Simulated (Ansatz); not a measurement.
# FGaH2O: the cost of one run

Method: UKS PBE-D4/def2-SVP, in Ansatz 0.2.0.

### 1 The system as given

Bond lengths: O1–Ga2 1.971 Å, Ga2–F3 1.716 Å, O1–H4 0.973 Å, Ga2–H5 1.433 Å. Angles: O1–Ga2–F3 102.2°, O1–Ga2–H5 104.5°, F3–Ga2–H5 150.6°, Ga2–O1–H4 92.4°.

As a file:

```xyz
5

O    -0.7780   -0.9891   -0.4955
Ga    0.6292    0.3169   -0.0480
F     0.0186    1.7605   -0.7455
H    -1.2646   -0.8085    0.3273
H     1.4448   -0.3535    0.9204
```

### 2 Relaxing end A

input.yaml reads:

```yaml
crystal:
  periodic: [false, false, false]
  atoms:
    - { symbol: O, position_ang: [-0.778, -0.9891, -0.4955] }
    - { symbol: Ga, position_ang: [0.6292, 0.3169, -0.048] }
    - { symbol: F, position_ang: [0.0186, 1.7605, -0.7455] }
    - { symbol: H, position_ang: [-1.2646, -0.8085, 0.3273] }
    - { symbol: H, position_ang: [1.4448, -0.3535, 0.9204] }
magnetization:
  spin_polarized: true
basis:
  gaussian: { orbitals: def2-SVP }
hamiltonian:
  xc: pbe
  dispersion: d4
relax:
  f_tol: 0.02
  max_steps: 50
```

Command:

```console
$ ansatz run input.yaml --threads 2 --pin off --max-ram 3072MiB --backend cpu --events-out ev --progress --plain --runs-dir out
```

Q: Estimate wall time and peak memory on 2 threads of Intel Xeon Platinum 8488C (Sapphire Rapids), shared host.

About 9.2 s, with a peak of 0.17 GiB.
